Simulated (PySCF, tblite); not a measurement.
# F2GeH4OSi, a small molecule taken as a stand-in for a surface group (Ge site with back bonds [SiH3], O, F): NMR shifts, core binding energies and electronic excitations

Wanted: the NMR shifts, core binding energies and electronic excitations for `[OH][Ge]([F])([F])[SiH3]`.

Programs: tblite 0.8.0 and PySCF 2.14.0. All values are calculated, for the isolated system unless a continuum is named. Atoms count from 0, parts from 1.

### 1 The system as given

9 atoms, charge 0, multiplicity 1; geometry: distance geometry start.

### 2 Relaxing the cluster with GFN2-xTB

Job settings and geometry (Å):

```
{"job": {"kind": "relax", "xc": "GFN2-xTB", "basis": "xTB"}, "charge": 0, "multiplicity": 1}
Ge     0.866514     1.187106     1.760169
Si    -0.750577     0.054106     0.589600
O      0.174592     2.777805     2.378785
F      2.251109     1.516679     0.694191
F      1.403187     0.181809     3.113209
H     -1.511054    -0.744578     1.460528
H     -0.159220    -0.768481    -0.380609
H     -1.604598     0.987282    -0.054086
H     -0.436951     3.372050     1.922530
```

Method: GFN2-xTB geometry optimisation, gas phase.

On the command line:

```
$ OMP_NUM_THREADS=1 python cluster_run.py task.json out
```

One launch serves the whole session: the jobs run in the order shown.

Standard output:

```text
step      E/eV     max force
  0    -526.57457    1.394
  1    -526.67171    0.998
  2    -526.81047    0.891
  3    -526.84615    0.765
  4    -526.91715    0.790
  5    -526.95893    0.445
  6    -526.97817    0.302
  7    -526.98930    0.371
  8    -526.99982    0.328
  9    -527.01285    0.268
 10    -527.01908    0.181
 11    -527.02183    0.144
 12    -527.02528    0.162
 13    -527.02986    0.193
 14    -527.03437    0.202
 15    -527.03719    0.135
 16    -527.03836    0.110
 17    -527.03887    0.079
 18    -527.03940    0.067
 19    -527.04011    0.083
 20    -527.04129    0.144
 21    -527.04320    0.212
 22    -527.04544    0.201
 23    -527.04751    0.131
 24    -527.04901    0.150
 25    -527.05028    0.206
 26    -527.05230    0.262
 27    -527.05594    0.354
 28    -527.06301    0.410
 29    -527.06556    0.278
 30    -527.06752    0.707
 31    -527.07272    0.205
 32    -527.07738    0.231
 33    -527.07316    1.347
 34    -527.08648    0.175
 35    -527.09069    0.226
 36    -527.08492    1.362
 37    -527.09777    0.217
 38    -527.10124    0.260
 39    -527.09686    1.255
 40    -527.10820    0.213
 41    -527.11081    0.235
 42    -527.11264    0.641
 43    -527.11559    0.192
 44    -527.11681    0.159
 45    -527.12027    0.263
 46    -527.12312    0.152
 47    -527.13027    0.298
 48    -527.14457    0.167
 49    -527.15304    0.292
 50    -527.08212    2.108
 51    -527.15695    0.225
 52    -527.15914    0.156
 53    -527.16236    0.466
 54    -527.16443    0.185
 55    -527.16647    0.116
 56    -527.17513    0.213
 57    -527.17837    0.091
 58    -527.17984    0.241
 59    -527.18103    0.272
 60    -527.18359    0.285
 61    -527.18588    0.257
 62    -527.19025    0.232
 63    -527.19393    0.085
 64    -527.18890    0.812
 65    -527.19614    0.080
 66    -527.19661    0.025
 67    -527.19691    0.109
 68    -527.19702    0.046
 69    -527.19709    0.021
 70    -527.19715    0.022
 71    -527.19720    0.022
 72    -527.19727    0.021
 73    -527.19736    0.020
 74    -527.19745    0.019
 75    -527.19749    0.012
 76    -527.19751    0.007
```

Wall time 1.4 s (1 thread of Arm Neoverse V1, shared host).

The steps of the relaxation:

```tsv
step	energy from step 0 (eV)	largest force (eV/Å)
0	0.0000	1.3936
3	-0.2716	0.7650
6	-0.4036	0.3017
9	-0.4383	0.2673
12	-0.4507	0.1621
15	-0.4626	0.1351
18	-0.4648	0.0680
21	-0.4686	0.2122
24	-0.4744	0.1502
27	-0.4814	0.3536
30	-0.4929	0.7072
33	-0.4986	1.3474
36	-0.5104	1.3617
39	-0.5223	1.2549
42	-0.5381	0.6414
45	-0.5457	0.2630
48	-0.5700	0.1672
51	-0.5824	0.2255
54	-0.5899	0.1851
57	-0.6038	0.0905
60	-0.6090	0.2846
63	-0.6194	0.0851
66	-0.6220	0.0249
69	-0.6225	0.0208
72	-0.6227	0.0212
75	-0.6229	0.0115
76	-0.6229	0.0073
```

Close pairs (by a distance rule), those that changed most:

```tsv
bond	before (Å)	after (Å)	change (Å)
Ge0–O2	1.842	1.741	-0.101
Ge0–Si1	2.295	2.372	+0.077
Si1–H6	1.403	1.461	+0.059
Si1–H5	1.405	1.461	+0.056
Si1–H7	1.419	1.460	+0.041
Ge0–F4	1.769	1.792	+0.023
Ge0–F3	1.778	1.790	+0.012
O2–H8	0.967	0.957	-0.010
```

### 3 Optimising the geometry at PBE0-D3(BJ)/def2-SVP

Job settings and geometry (Å):

```
{"job": {"xc": "PBE0", "basis": "def2-SVP", "d3": "d3bj", "grid": 2, "kind": "geom", "shake": 0.01}, "charge": 0, "multiplicity": 1}
Ge     0.650665     0.277845     0.330284
Si    -0.932019    -1.097522    -0.796339
O     -0.126999     1.788372     0.841395
F      2.141992     0.864929    -0.518314
F      1.462470    -0.277125     1.793102
H     -1.608959    -1.873933     0.231346
H     -0.174462    -1.939512    -1.727547
H     -1.823538    -0.183484    -1.492951
H      0.455099     2.417283     1.330475
```

Standard output:

```text
step   0  E = -2642.68526526  max force = 0.040215
step   1  E = -2642.69241856  max force = 0.022545
step   2  E = -2642.69368154  max force = 0.006959
step   3  E = -2642.69385181  max force = 0.000965
step   4  E = -2642.69388155  max force = 0.000552
step   5  E = -2642.69392286  max force = 0.001326
step   6  E = -2642.69396887  max force = 0.001311
step   7  E = -2642.69400411  max force = 0.000791
step   8  E = -2642.69403659  max force = 0.000424
step   9  E = -2642.69407997  max force = 0.001054
step  10  E = -2642.69412854  max force = 0.001193
step  11  E = -2642.69418034  max force = 0.000787
step  12  E = -2642.69420826  max force = 0.000364
step  13  E = -2642.69421141  max force = 0.000332
optimisation converged
```

Run time: 1.7 min. Hardware: 1 thread of Arm Neoverse V1, shared host; peak memory 0.56 GiB.

The steps of the relaxation:

```tsv
step	energy from step 0 (eV)	largest force component (eV/Å)
0	0.0000	2.0679
1	-0.1947	1.1593
2	-0.2290	0.3578
3	-0.2337	0.0496
4	-0.2345	0.0284
5	-0.2356	0.0682
6	-0.2368	0.0674
7	-0.2378	0.0407
8	-0.2387	0.0218
9	-0.2399	0.0542
10	-0.2412	0.0613
11	-0.2426	0.0405
12	-0.2434	0.0187
13	-0.2434	0.0171
```

Close pairs (by a distance rule), those that changed most:

```tsv
bond	before (Å)	after (Å)	change (Å)
Ge0–F3	1.814	1.735	-0.078
Si1–H7	1.454	1.489	+0.035
Si1–H5	1.455	1.489	+0.034
Ge0–F4	1.763	1.736	-0.027
Si1–H6	1.466	1.489	+0.023
Ge0–O2	1.774	1.752	-0.022
O2–H8	0.987	0.965	-0.022
Ge0–Si1	2.380	2.371	-0.010
```

The final coordinates are the input of the step that follows.

```tsv
at the end point	value
rotational constants (GHz, main isotopes)	3.428, 1.853, 1.834
dipole moment (D)	1.96
```

### 4 Shielding tensors: PBE0/pcSseg-2

Job settings and geometry (Å):

```
{"job": {"kind": "nmr", "xc": "PBE0", "basis": "pcSseg-2"}, "charge": 0, "multiplicity": 1}
Ge     0.671864     0.336149     0.335442
Si    -0.917611    -0.981192    -0.830167
O     -0.081171     1.684762     1.163033
F      1.926603     0.968276    -0.682646
F      1.574406    -0.565620     1.512118
H     -1.925876    -1.451306     0.159794
H     -0.197618    -2.129637    -1.446290
H     -1.546486    -0.122602    -1.871778
H      0.540189     2.238166     1.652113
```

With the program's defaults for keys left out, this is: GIAO PBE0/pcSseg-2 NMR shielding, non-relativistic, gas phase.

Standard output:

```text
coarse grid: 39496 points
cycle   1  E = -2643.2068399310  dE = -4.072e-01  |g| = 1.496e+00  |ddm| = 2.255e+00
cycle   2  E = -2642.7601379908  dE =  4.467e-01  |g| = 2.309e+00  |ddm| = 1.380e+00
cycle   3  E = -2643.4462744064  dE = -6.861e-01  |g| = 1.576e-01  |ddm| = 9.394e-01
cycle   4  E = -2643.4497241979  dE = -3.450e-03  |g| = 8.039e-02  |ddm| = 9.180e-02
cycle   5  E = -2643.4503499981  dE = -6.258e-04  |g| = 1.294e-02  |ddm| = 2.738e-02
cycle   6  E = -2643.4503684600  dE = -1.846e-05  |g| = 6.455e-03  |ddm| = 8.140e-03
cycle   7  E = -2643.4503748983  dE = -6.438e-06  |g| = 1.232e-03  |ddm| = 2.974e-03
final grid: 80872 points
cycle   8  E = -2643.4503689201  dE = -2.062e-07  |g| = 1.712e-03  |ddm| = 1.808e-03
cycle   9  E = -2643.4503681546  dE =  7.654e-07  |g| = 2.815e-03  |ddm| = 1.836e-03
cycle  10  E = -2643.4503693563  dE = -1.202e-06  |g| = 2.012e-04  |ddm| = 1.127e-03
cycle  11  E = -2643.4503693624  dE = -6.189e-09  |g| = 4.446e-05  |ddm| = 1.202e-04
cycle  12  E = -2643.4503693627  dE = -2.101e-10  |g| = 7.732e-06  |ddm| = 1.819e-05
converged SCF energy = -2643.4503693627

GIAO shielding tensors (ppm)
atom      isotropic    diamagn.    paramagn.     s11        s22        s33       span
  0 Ge    1339.028    2757.686   -1418.658   1269.499   1298.317   1449.268    179.769
  1 Si     449.860     878.344    -428.484    442.255    452.866    454.459     12.204
  2 O      258.854     382.451    -123.597    202.070    254.131    320.359    118.289
  3 F      308.398     469.797    -161.399    234.322    296.703    394.168    159.847
  4 F      308.066     469.850    -161.784    234.435    295.814    393.950    159.515
  5 H       27.369      27.674      -0.306     23.845     25.424     32.837      8.993
  6 H       27.418      27.588      -0.169     23.912     25.410     32.934      9.023
  7 H       27.372      27.657      -0.285     23.859     25.402     32.857      8.998
  8 H       29.203      30.163      -0.960     21.091     23.057     43.460     22.369
```

It took 41 s on 1 thread of Arm Neoverse V1, shared host; peak memory 1.1 GiB.

Shifts follow as δ = σ(reference) − σ, with reference shieldings (ppm) from runs at the same level and on the same kind of geometry: $^{1}$H TMS 31.25, $^{29}$Si TMS 341.3, $^{19}$F CFCl3 175.8, $^{17}$O H2O 328.2, $^{73}$Ge GeMe4 1337. The references are single molecules in the gas phase, so shifts against H2O, NH3, PH3, H3PO4 or CFCl3 are not on the usual liquid scales and can be off by tens of ppm.

```tsv
atoms	environment	σ (ppm)	δ (ppm)
H5	hydrogen on a silicon bonded to Ge	27.37	3.88
H7	hydrogen on a silicon bonded to Ge	27.37	3.87
H6	hydrogen on a silicon bonded to Ge	27.42	3.83
H8	hydrogen on an oxygen bonded to Ge	29.20	2.04
Ge0	germanium bonded to 2 F, O, Si	1339	-2
Si1	silicon bonded to Ge, 3 H	449.9	-108.6
O2	oxygen bonded to Ge, H	258.9	69.3
F4	fluorine bonded to Ge	308.1	-132.3
F3	fluorine bonded to Ge	308.4	-132.6
```

Charges from the same density, by scheme (e):

```tsv
atoms	Mulliken	IAO	Hirshfeld	ESP fit
Ge0	0.91	1.38	0.54	0.85
Si1	0.49	0.30	0.27	0.12
O2	-0.50	-0.76	-0.32	-0.70
F3	-0.43	-0.53	-0.25	-0.35
F4	-0.43	-0.53	-0.25	-0.35
```

Mayer bond orders: Ge0–Si1 0.90, Ge0–O2 1.05, Ge0–F3 0.88, Ge0–F4 0.87.

### 5 X-ray photoelectron lines: SCAN, X2C

Same as in step 4 but for these lines:

```diff
@@ -1,2 +1,2 @@
-{"job": {"kind": "nmr", "xc": "PBE0", "basis": "pcSseg-2"}, "charge": 0, "multiplicity": 1}
+{"job": {"kind": "xps", "holes": 5}, "charge": 0, "multiplicity": 1}
 Ge     0.671864     0.336149     0.335442
```

Level: delta-SCF UKS SCAN, pcX-2 on the ionised atom, pcseg-1 elsewhere, spin-free X2C.

Standard output:

```text
ground state, core basis on atom 1 (Si), 149 functions
  cycle   1  E = -2661.43534980  |g| = 9.69e-01
  cycle   2  E = -2660.89830670  |g| = 1.95e+00
  cycle   3  E = -2661.60497321  |g| = 7.00e-02
  cycle   4  E = -2661.60566923  |g| = 6.26e-02
  cycle   5  E = -2661.60637133  |g| = 2.25e-02
  cycle   6  E = -2661.60646641  |g| = 4.32e-03
  cycle   7  E = -2661.60647422  |g| = 7.70e-04
  cycle   8  E = -2661.60647098  |g| = 1.23e-04
  E(ground) = -2661.72087883 Eh
hole in Si 2p of atom 1
  cycle   1  E = -2657.29762971  |g| = 1.23e+00
  cycle   2  E = -2657.20718495  |g| = 1.07e+00
  cycle   3  E = -2657.56621521  |g| = 3.76e-01
  cycle   4  E = -2657.61781250  |g| = 1.45e-01
  cycle   5  E = -2657.62385788  |g| = 4.08e-02
  cycle   6  E = -2657.62453562  |g| = 2.43e-02
  cycle   7  E = -2657.62475146  |g| = 5.80e-03
  cycle   8  E = -2657.62476479  |g| = 1.22e-03
  cycle   9  E = -2657.62476346  |g| = 2.67e-04
  E(ion) = -2657.75073887 Eh   <S^2> = 0.7531   hole on atom = 1.002   binding energy = 108.033 eV
  2p3/2 = 107.801 eV   2p1/2 = 108.424 eV
ground state, core basis on atom 2 (O), 138 functions
  cycle   1  E = -2661.54806375  |g| = 1.02e-01
  cycle   2  E = -2661.54695849  |g| = 9.32e-02
  cycle   3  E = -2661.54775065  |g| = 6.62e-02
  cycle   4  E = -2661.54850977  |g| = 8.05e-03
  cycle   5  E = -2661.54851770  |g| = 2.80e-03
  cycle   6  E = -2661.54852041  |g| = 3.44e-04
  E(ground) = -2661.70154878 Eh
hole in O 1s of atom 2
  cycle   1  E = -2640.92329047  |g| = 2.22e+00
  cycle   2  E = -2640.47055298  |g| = 2.20e+00
  cycle   3  E = -2641.66641914  |g| = 5.04e-01
  cycle   4  E = -2641.66590882  |g| = 4.89e-01
  cycle   5  E = -2641.74656971  |g| = 5.55e-02
  cycle   6  E = -2641.74771620  |g| = 1.46e-02
  cycle   7  E = -2641.74786113  |g| = 3.38e-03
  cycle   8  E = -2641.74786374  |g| = 2.09e-03
  cycle   9  E = -2641.74786625  |g| = 1.44e-03
  cycle  10  E = -2641.74786588  |g| = 2.41e-04
  E(ion) = -2641.90284146 Eh   <S^2> = 0.7627   hole on atom = 1.000   binding energy = 538.750 eV
ground state, core basis on atom 3 (F), 138 functions
  cycle   1  E = -2661.55831462  |g| = 1.47e-01
  cycle   2  E = -2661.55291813  |g| = 1.99e-01
  cycle   3  E = -2661.55922750  |g| = 6.20e-02
  cycle   4  E = -2661.55985982  |g| = 1.36e-02
  cycle   5  E = -2661.55989004  |g| = 2.33e-03
  cycle   6  E = -2661.55988661  |g| = 3.87e-04
  E(ground) = -2661.71764281 Eh
hole in F 1s of atom 3
  cycle   1  E = -2635.22690519  |g| = 2.59e+00
  cycle   2  E = -2635.12699937  |g| = 2.17e+00
  cycle   3  E = -2636.05715423  |g| = 4.70e-01
  cycle   4  E = -2636.02681752  |g| = 5.31e-01
  cycle   5  E = -2636.13733254  |g| = 6.32e-02
  cycle   6  E = -2636.13818407  |g| = 5.49e-02
  cycle   7  E = -2636.13921122  |g| = 1.22e-02
  cycle   8  E = -2636.13929374  |g| = 2.04e-03
  cycle   9  E = -2636.13929552  |g| = 6.10e-04
  cycle  10  E = -2636.13929546  |g| = 1.89e-04
  E(ion) = -2636.30447633 Eh   <S^2> = 0.7572   hole on atom = 1.000   binding energy = 691.527 eV
ground state, core basis on atom 4 (F), 138 functions
  cycle   1  E = -2661.55749813  |g| = 1.55e-01
  cycle   2  E = -2661.55174857  |g| = 2.17e-01
  cycle   3  E = -2661.55869837  |g| = 5.76e-02
  cycle   4  E = -2661.55919392  |g| = 1.28e-02
  cycle   5  E = -2661.55921994  |g| = 2.14e-03
  cycle   6  E = -2661.55922145  |g| = 5.15e-04
  cycle   7  E = -2661.55922117  |g| = 2.42e-04
  E(ground) = -2661.71761344 Eh
hole in F 1s of atom 4
  cycle   1  E = -2635.22675619  |g| = 2.59e+00
  cycle   2  E = -2635.12929839  |g| = 2.17e+00
  cycle   3  E = -2636.05746765  |g| = 4.68e-01
  cycle   4  E = -2636.02691243  |g| = 5.30e-01
  cycle   5  E = -2636.13686796  |g| = 6.28e-02
  cycle   6  E = -2636.13771627  |g| = 5.45e-02
  cycle   7  E = -2636.13872584  |g| = 1.22e-02
  cycle   8  E = -2636.13881046  |g| = 2.00e-03
  cycle   9  E = -2636.13881511  |g| = 5.90e-04
  cycle  10  E = -2636.13881673  |g| = 1.81e-04
  E(ion) = -2636.30461696 Eh   <S^2> = 0.7571   hole on atom = 1.000   binding energy = 691.523 eV
```

Run time: 21 s. Hardware: 1 thread of Arm Neoverse V1, shared host; peak memory 0.46 GiB.

The holes in one table. −ε is the ground-state orbital energy:

```tsv
hole	stands for	environment	ΔSCF (eV; 2p as the shell's mean)	−ε (eV)	⟨S²⟩
Si2p on Si1	Si1	silicon bonded to Ge, 3 H	108.01	97.3	0.753
O1s on O2	O2	oxygen bonded to Ge, H	538.75	517.2	0.763
F1s on F3	F3	fluorine bonded to Ge	691.53	666.1	0.757
F1s on F4	F4	fluorine bonded to Ge	691.52	666.1	0.757
```

With the spin-orbit splitting: Si1 2p3/2 107.80, 2p1/2 108.42 eV. The table gives each 2p level as the mean over the whole 2p shell (two parts 2p3/2, one part 2p1/2), which differs a little from the single hole in the log.

### 6 Excited states and response: CAM-B3LYP/def2-SVPD

Same as in step 5 but for these lines:

```diff
@@ -1,2 +1,2 @@
-{"job": {"kind": "xps", "holes": 5}, "charge": 0, "multiplicity": 1}
+{"job": {"kind": "uv", "xc": "CAM-B3LYP", "basis": "def2-SVPD", "nstates": 6, "ntriplets": 2, "ip": true}, "charge": 0, "multiplicity": 1}
 Ge     0.671864     0.336149     0.335442
```

Level: TDDFT CAM-B3LYP/def2-SVPD, vertical, gas phase, core orbitals frozen in the response.

Standard output:

```text
coarse grid: 39496 points
cycle   1  E = -2643.2360330199  dE = -4.237e-01  |g| = 1.064e+00  |ddm| = 3.399e+00
cycle   2  E = -2643.0731887476  dE =  1.628e-01  |g| = 1.509e+00  |ddm| = 2.412e+00
cycle   3  E = -2643.4361390562  dE = -3.630e-01  |g| = 4.710e-02  |ddm| = 1.231e+00
cycle   4  E = -2643.4365810743  dE = -4.420e-04  |g| = 2.486e-02  |ddm| = 1.024e-01
cycle   5  E = -2643.4366652732  dE = -8.420e-05  |g| = 7.179e-03  |ddm| = 3.324e-02
cycle   6  E = -2643.4366738902  dE = -8.617e-06  |g| = 2.672e-03  |ddm| = 1.047e-02
final grid: 80872 points
cycle   7  E = -2643.4365979239  dE =  1.136e-06  |g| = 3.959e-03  |ddm| = 5.432e-03
cycle   8  E = -2643.4365947516  dE =  3.172e-06  |g| = 5.862e-03  |ddm| = 6.794e-03
cycle   9  E = -2643.4366006056  dE = -5.854e-06  |g| = 6.077e-05  |ddm| = 4.052e-03
cycle  10  E = -2643.4366006066  dE = -9.950e-10  |g| = 3.975e-05  |ddm| = 1.309e-04
cycle  11  E = -2643.4366006070  dE = -3.929e-10  |g| = 1.205e-05  |ddm| = 6.753e-05
converged SCF energy = -2643.4366006070

Static polarisability (au): isotropic 61.299, principal 55.162 57.297 71.438

Singlet excitations
state   eV       nm        f      main configurations
  1   7.9004    156.9   0.00002   H-1->L 0.44, H->L+1 0.35, H-1->L+2 0.10
  2   8.0754    153.5   0.15270   H->L+2 0.65, H->L 0.23
  3   8.0875    153.3   0.07290   H->L+1 0.56, H-1->L 0.27
  4   8.1923    151.3   0.35229   H->L 0.67, H->L+2 0.22
  5   8.6994    142.5   0.00174   H-1->L+2 0.76, H-1->L 0.13
  6   8.7904    141.0   0.08264   H-1->L+1 0.58, H-4->L 0.11, H-2->L 0.10

Triplet excitations (Tamm-Dancoff, eV): 6.9969 7.0084
Vertical ionisation energy (delta-SCF) = 11.8728 eV
```

Run time: 76 s. Hardware: 1 thread of Arm Neoverse V1, shared host; peak memory 0.83 GiB.

Frontier orbitals and where they lie:

```tsv
orbital	eV	atoms
HOMO−3	-12.21	Si1 42 %, H7 27 %, H5 21 %
HOMO−2	-12.19	O2 29 %, Si1 24 %, H6 19 %
HOMO−1	-11.40	O2 80 %, H8 6 %, F4 5 %
HOMO	-10.92	Si1 30 %, Ge0 25 %, F4 11 %
LUMO	0.15	Si1 30 %, Ge0 25 %, O2 12 %
LUMO+1	0.56	Si1 36 %, Ge0 25 %, H7 9 %
LUMO+2	0.59	Si1 33 %, Ge0 21 %, O2 11 %
```

With each of the 6 states as a Gaussian band of 0.4 eV half-width at 1/e, the curve within the window shown has maxima at 152 nm (ε 23,000) L/(mol cm). Beyond the last state computed it falls off for lack of states. The curve at chosen wavelengths:

(nm, ε (L/mol/cm)): (136, 2041), (137, 2637), (139, 3978), (140, 4752), (141, 5658), (143, 8159), (144, 9869), (145, 11895), (147, 16534), (148, 18816), (149, 20795), (151, 23092), (152, 23176), (153, 22522), (154, 21207), (156, 17162), (157, 14779), (158, 12379), (160, 8022), (161, 6219), (162, 4708), (164, 2521), (165, 1786), (166, 1240), (168, 564), (169, 370)

Ground-state properties from the same run:

```tsv
property	computed
dipole moment (D)	2.43
polarisability (Å³)	9.08
HOMO–LUMO gap (eV)	11.07
−ε(HOMO) (eV)	10.92
```

### 7 Results

| quantity | value |
| --- | --- |
| rotational constants (main isotopes) | 3.43, 1.85, 1.83 GHz |
| $^{1}$H shifts against TMS (PBE0/pcSseg-2) | 3.88, 3.87, 3.83, 2.04 ppm |
| $^{73}$Ge shifts against GeMe4 (PBE0/pcSseg-2) | -2 ppm |
| $^{29}$Si shifts against TMS (PBE0/pcSseg-2) | -108.6 ppm |
| $^{17}$O shifts against H2O (PBE0/pcSseg-2) | 69.3 ppm |
| $^{19}$F shifts against CFCl3 (PBE0/pcSseg-2) | -132.3, -132.6 ppm |
| F1s binding energies, SCAN/pcX-2 | F3 691.53, F4 691.52 eV |
| Si2p binding energies, SCAN/pcX-2 | Si1 108.01 eV |
| O1s binding energies, SCAN/pcX-2 | O2 538.75 eV |
| lowest singlet (CAM-B3LYP/def2-SVPD) | 7.90 eV (157 nm), f = 0.000 |
| brightest single state of those computed | state 4, 8.19 eV, f = 0.352 |
| lowest triplet | 7.00 eV |
| vertical ionisation energy (ΔSCF) | 11.87 eV |

In words: The start of the PBE0/def2-SVP relaxation was shaken at random by about 0.01 Å, so part of the energy gained, and of the first lengths quoted, undoes that. Relaxing lowered the energy by 0.243 eV in 13 steps; the close pair that moved most is Ge0–F3, from 1.814 to 1.735 Å (PBE0/def2-SVP). Hydrogens of an XH3 group are listed apart at this fixed geometry; free rotation makes them one line at their mean. At PBE0/pcSseg-2: Shielding is most anisotropic at Ge0 (span 180 ppm, paramagnetic term -1419 ppm). At SCAN/pcX-2: the F1s levels computed lie within 0.00 eV of one another, too close to rank. The first singlet state (HOMO−1→LUMO 0.44, HOMO→LUMO+1 0.35) lies at 7.90 eV and is dark; of the 6 states computed, the strongest absorption comes from state 4 at 8.19 eV. The lowest triplet lies 0.90 eV below the lowest singlet (triplets in Tamm-Dancoff, singlets in full TDDFT). ΔSCF puts the ionisation energy at 11.87 eV, 0.95 eV above −ε(HOMO). Spin-orbit coupling is left out, which matters for shieldings and couplings at and beside the heavy atoms.
